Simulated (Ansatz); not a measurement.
**H₅N₂PSi: basis-set convergence**

The task here is to estimate one member of a computed series from the others.

Computed with Ansatz 0.2.0, Gaussian basis. Level: one geometry, several basis sets.

Levels to be run: PBE0-D4/def2-SVP; ωB97M-V/def2-SVP; PBE0-D4/def2-QZVPP; ωB97M-V/def2-QZVPP; the functionals' def2-TZVPP values are taken from earlier runs.

### The relaxed structure

All runs share one geometry, relaxed beforehand with PBE0-D4 in a triple-zeta def2 set.

SMILES `N[SiH]1NP1`, 9 atoms, charge 0, spin multiplicity 1.

Atoms are counted from 1 here; the program's logs count them from 0.

Bond lengths: N1–Si2 1.697 Å, N1–H5 1.007 Å, N1–H6 1.006 Å, Si2–N3 1.687 Å, Si2–P4 2.197 Å, Si2–H7 1.480 Å, N3–P4 1.790 Å, N3–H8 1.005 Å, P4–H9 1.432 Å. Angles: Si2–N1–H5 121.7°, Si2–N1–H6 120.6°, H5–N1–H6 112.6°, N1–Si2–N3 117.4°, N1–Si2–P4 130.1°, N1–Si2–H7 107.2°, N3–Si2–P4 52.9°, N3–Si2–H7 121.8°, P4–Si2–H7 118.3°, Si2–N3–P4 78.3°, Si2–N3–H8 140.4°, P4–N3–H8 122.9°, Si2–P4–N3 48.8°, Si2–P4–H9 98.3°, N3–P4–H9 98.1°.

Set-up of the first run:

The input, in.yaml:

```yaml
crystal:
  periodic: [false, false, false]
  atoms:
    - {symbol: N, position_ang: [-1.033729, 1.196321, -0.268664]}
    - {symbol: Si, position_ang: [0.384649, 0.409982, 0.231951]}
    - {symbol: N, position_ang: [0.884569, -0.931524, -0.660535]}
    - {symbol: P, position_ang: [0.680605, -1.636998, 0.972227]}
    - {symbol: H, position_ang: [-1.834586, 0.683046, -0.597900]}
    - {symbol: H, position_ang: [-1.279963, 2.096819, 0.107191]}
    - {symbol: H, position_ang: [1.335405, 1.457814, 0.665370]}
    - {symbol: H, position_ang: [1.615498, -1.214306, -1.289281]}
    - {symbol: H, position_ang: [-0.663950, -2.107355, 0.822540]}
basis:
  gaussian: {orbitals: def2-SVP}
hamiltonian: {xc: pbe0, dispersion: d4}
output: {orbitals: {seedname: orbitals}}
```

Run with:

```console
ansatz run in.yaml --threads 2 --pin off --events-out ev --progress --plain --max-ram 4352MiB
```

Steps of the session up to this table: PBE0-D4 in def2-SVP; ωB97M-V in def2-SVP; PBE0-D4 in def2-QZVPP; ωB97M-V in def2-QZVPP.

One of the session's tables, all rows but one given; the rest of the session is left out.

It belongs to the step «Density functionals: the series». 

```
functional       basis  HOMO (eV)  LUMO (eV)
   PBE0-D4    def2-SVP          ?          ?
   PBE0-D4  def2-TZVPP      -6.47      -0.10
   PBE0-D4  def2-QZVPP      -6.52      -0.23
   ωB97M-V    def2-SVP      -8.38       2.35
   ωB97M-V  def2-TZVPP      -8.54       1.74
   ωB97M-V  def2-QZVPP      -8.58       1.44
```

**Question.** Estimate the row for PBE0-D4, def2-SVP.

The run gave: HOMO (eV): -6.34; LUMO (eV): 0.34. In the column «HOMO (eV)» it is the highest.
